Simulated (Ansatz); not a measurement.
Runs of Ansatz 0.2.0 on Ni. The cell holds a slab with vacuum, 6 atoms: a = 2.500 Å, b = 2.500 Å, c = 25.207 Å, α = 90.00°, β = 90.00°, γ = 120.00°. The slab is cut from a database's or a generator's crystal, which needn't be the stable form of the element.

```tsv
task	level	cell	cutoff (eV)	basis error allowed	gap on the mesh (eV)	moment (μB)	largest force (eV/Å)	work function (eV)
single point	LDA	as given	284	0.002 eV/atom	none	3.81	0.81	(a)
projected density of states	PBE	the (1 1 1) slab of Ni, cut from the database cell, not relaxed	284	0.002 eV/atom	-	3.98	0.25	5.03
single point	PBE	the (1 1 1) slab of Ni, cut from the database cell, not relaxed	307	0.001 eV/atom	none	3.98	0.25	5.03
single point	PBE	as given	284	0.002 eV/atom	none	3.98	0.25	5.03
single point	PBEsol	as given	284	0.002 eV/atom	none	(b)	0.57	5.17
```

Alike in all rows: potentials or basis all-electron LAPW, scalar-relativistic; spin collinear, ferromagnetic start; k mesh 12 × 12 × 1; smearing fermi-dirac 0.05 eV.

Q: Estimate the missing entries.

A: (a) 5.43; (b) 3.97.

Caveats: the density of states is complete only up to the lowest level of the last band computed (some runs).

A gap of «none» marks a metal or a gap under the smearing width.
